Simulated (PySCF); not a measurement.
# CH6F2OSi2: the cost of one run

Programs: PySCF 2.14.0, with density-fitted response routines of our own. Each step states its level of theory. These are calculated values for one molecule in the gas phase, unless marked as measured. Atoms count from 0, in the outputs and in this text.

## (1) Starting geometry

12 atoms, charge 0, multiplicity 1; geometry from: GFN2-xTB. The atoms were then displaced at random by about 0.01 Å, so the start is not that level's minimum.

Bonds of the start (Å): F0–C1 1.39, C1–F2 1.38, C1–Si3 1.96, Si3–O4 1.58, O4–Si5 1.63, C1–H6 1.10, Si3–H7 1.46, Si3–H8 1.45, Si5–H9 1.47, Si5–H10 1.47, Si5–H11 1.45.

## (2) Geometry optimisation at PBE0-D3(BJ)/def2-SVP

The job: settings as JSON, then the geometry in Å.

```
{"job": {"xc": "PBE0", "basis": "def2-SVP", "d3": "d3bj", "grid": 1, "shake": 0.01, "kind": "geom"}, "charge": 0, "multiplicity": 1}
F     -1.541880    -1.394530     1.274030
C     -1.826040    -0.680260     0.120220
F     -3.173550    -0.388690     0.149660
Si    -0.719170     0.939180     0.036610
O      0.748540     0.447810    -0.259170
Si     2.277770    -0.114380    -0.221060
H     -1.665090    -1.384400    -0.707670
H     -0.817230     1.599110     1.331970
H     -1.201980     1.713660    -1.093240
H      2.988140     0.648460     0.809440
H      2.190920    -1.543030     0.114540
H      2.779250     0.128810    -1.564350
```

Started as:

```console
OMP_NUM_THREADS=1 python probes_run.py task.json out
```

The driver reads the jobs from task.json and runs them one after another.

Q: Estimate the wall time and peak memory of this first job on 1 thread of Arm Neoverse V1, shared host.

About 2.4 min, with a peak of 0.51 GiB.
